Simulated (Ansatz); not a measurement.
# C2H6SSi2: up Jacob's ladder to CCSD(T)

An exercise on one series of results from a longer session: the logs are not shown, and one member is left open.

Computed with Ansatz 0.2.0, Gaussian basis. Level: functionals in def2-TZVPP, the program's frozen cores in correlated methods.

Plan: PBE-D4, r2SCAN-D4, PBE0-D4, B3LYP-D4, ωB97X-V, ωB97M-V, B2PLYP; CCSD(T)/def2-TZVPP; MP2/def2-QZVPP; extrapolation to the limit.

## The relaxed structure

All runs share one geometry, relaxed beforehand with PBE0-D4 in a triple-zeta def2 set.

SMILES `[SiH3][SiH]1C=CS1`, 11 atoms, charge 0, spin multiplicity 1.

Atoms are counted from 1 here; the program's logs count them from 0.

Bond lengths: Si1–Si2 2.335 Å, Si1–H6 1.488 Å, Si1–H7 1.485 Å, Si1–H8 1.489 Å, Si2–C3 1.844 Å, Si2–S5 2.179 Å, Si2–H9 1.488 Å, C3–C4 1.343 Å, C3–H10 1.081 Å, C4–S5 1.778 Å, C4–H11 1.087 Å. Angles: Si2–Si1–H6 110.0°, Si2–Si1–H7 108.9°, Si2–Si1–H8 110.5°, H6–Si1–H7 109.6°, H6–Si1–H8 108.6°, H7–Si1–H8 109.3°, Si1–Si2–C3 116.5°, Si1–Si2–S5 111.4°, Si1–Si2–H9 112.6°, C3–Si2–S5 80.1°, C3–Si2–H9 118.3°, S5–Si2–H9 113.9°, Si2–C3–C4 94.8°, Si2–C3–H10 139.3°, C4–C3–H10 125.8°, C3–C4–S5 112.2°, C3–C4–H11 128.5°, S5–C4–H11 119.3° and more.

Set-up of the first run:

in.yaml reads:

```yaml
crystal:
  periodic: [false, false, false]
  atoms:
    - {symbol: Si, position_ang: [-1.938624, 0.024573, 0.601330]}
    - {symbol: Si, position_ang: [0.346229, 0.505005, 0.573513]}
    - {symbol: C, position_ang: [1.450059, -0.782569, -0.151177]}
    - {symbol: C, position_ang: [1.698716, -0.095707, -1.277823]}
    - {symbol: S, position_ang: [0.924448, 1.505063, -1.274501]}
    - {symbol: H, position_ang: [-2.720295, 1.280748, 0.755416]}
    - {symbol: H, position_ang: [-2.306629, -0.637818, -0.676063]}
    - {symbol: H, position_ang: [-2.266957, -0.880336, 1.737397]}
    - {symbol: H, position_ang: [0.797040, 1.207857, 1.805268]}
    - {symbol: H, position_ang: [1.801047, -1.780795, 0.071096]}
    - {symbol: H, position_ang: [2.280366, -0.402923, -2.143755]}
basis:
  gaussian: {orbitals: def2-TZVPP}
hamiltonian: {xc: pbe, dispersion: d4}
output: {forces: true, orbitals: {seedname: orbitals}}
```

On the command line:

```sh
> ansatz run in.yaml --threads 4 --pin off --events-out ev --progress --plain --max-ram 10444MiB
```

Steps of the session up to this table: PBE-D4 (GGA); r2SCAN-D4 (meta-GGA); PBE0-D4 (hybrid); B3LYP-D4 (hybrid); ωB97X-V (range-separated); ωB97M-V (range-separated); B2PLYP (double hybrid); CCSD(T) in def2-TZVPP; MP2 in def2-QZVPP.

One table of the session follows, with a row left open; its other results are not shown here.

```
            method  atomisation energy (kJ/mol)
            PBE-D4                       3941.7
         r2SCAN-D4                       3896.8
           PBE0-D4                       3893.0
          B3LYP-D4                       3865.1
           ωB97X-V                       3904.1
           ωB97M-V                       3888.3
            B2PLYP                       3816.6
     HF/def2-TZVPP                       2836.0
    MP2/def2-TZVPP                       3811.2
   CCSD/def2-TZVPP                       3697.7
CCSD(T)/def2-TZVPP                       3764.6
           MP2/CBS                       3922.2
       CCSD(T)/CBS                            ?
```

Estimate the missing values for CCSD(T)/CBS.

The run gave: atomisation energy (kJ/mol): 3875.6. In the column «atomisation energy (kJ/mol)» it lies between B3LYP-D4 (3865.1) and ωB97M-V (3888.3).

Among the levels timed on like hardware and quicker than the yardstick, those that no quicker one beats, quickest first: PBE-D4 (2.6 s, +66.1 kJ/mol); PBE0-D4 (3.4 s, +17.4 kJ/mol); B3LYP-D4 (4.9 s, -10.5 kJ/mol).

B2PLYP carry no dispersion term (for B3LYP, D4 adds 51.5 kJ/mol).
